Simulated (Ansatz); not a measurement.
Crystal: NiMoIrPdW.

```
Ni Mo Pd Ir W
1.0
     4.11705    0.00000    0.00000
    -2.05853    3.56547    0.00000
     0.00000    0.00000    5.44580
Ni Mo Pd Ir W
1 1 1 1 1
Direct
  0.00000 0.00000 0.95775
  0.66667 0.33333 0.96161
  0.66667 0.33333 0.46295
  0.33333 0.66667 0.72572
  0.33333 0.66667 0.23642
```

The cell was built by a generator and needn't be a form met in nature.

```yaml
Program: Ansatz 0.2.0
Task: relaxation of cell and atoms
Functional: PBE
Dispersion: D4
Potentials_or_basis: Ansatz PAW
Cutoff: "420 eV (not typed: the program's choice for these potentials)"
k_mesh: 6 × 6 × 4
Occupations: fermi-dirac, width 0.05 eV
Spin: collinear spin, ferromagnetic start
Starting_moments: "[1.0, 1.0, 0.0, 0.6, 0.0] μB"
```

At the start: volume 15.99 Å³/atom.

Task: How do energy, volume and symmetry change on relaxing?

Result: It ends after 5 steps and the volume is 15.58 Å³/atom (-2.5 %); space group P3m1 (No. 156, to 0.05 Å); moment 0.00 μB per cell.

The path:
| step | energy change (eV) | largest force (eV/Å) | volume (Å³) |
| --- | --- | --- | --- |
| 1 | 0.0000 | 0.1644 | 79.94 |
| 2 | -0.0389 | 0.0293 | 78.06 |
| 3 | -0.0394 | 0.0113 | 77.91 |
| 4 | -0.0395 | 0.0034 | 77.92 |
| 5 | -0.0386 | 0.0034 | 77.92 |

Final structure:
```
Ni Mo Pd Ir W
1.0
     4.07746    0.00000    0.00000
    -2.03873    3.53118    0.00000
     0.00000    0.00000    5.41161
Ni Mo Pd Ir W
1 1 1 1 1
Cartesian
  0.0000 0.0000 5.1730
  2.0387 1.1771 5.2175
  2.0387 1.1771 2.5158
  0.0000 2.3541 3.9136
  0.0000 2.3541 1.2790
```

Caveat: the plane-wave basis is chosen anew once the cell has moved, so the energies of steps on either side of that aren't comparable; pairwise dispersion overbinds metals, which lowers pressure and volume; the starting moments weren't kept.
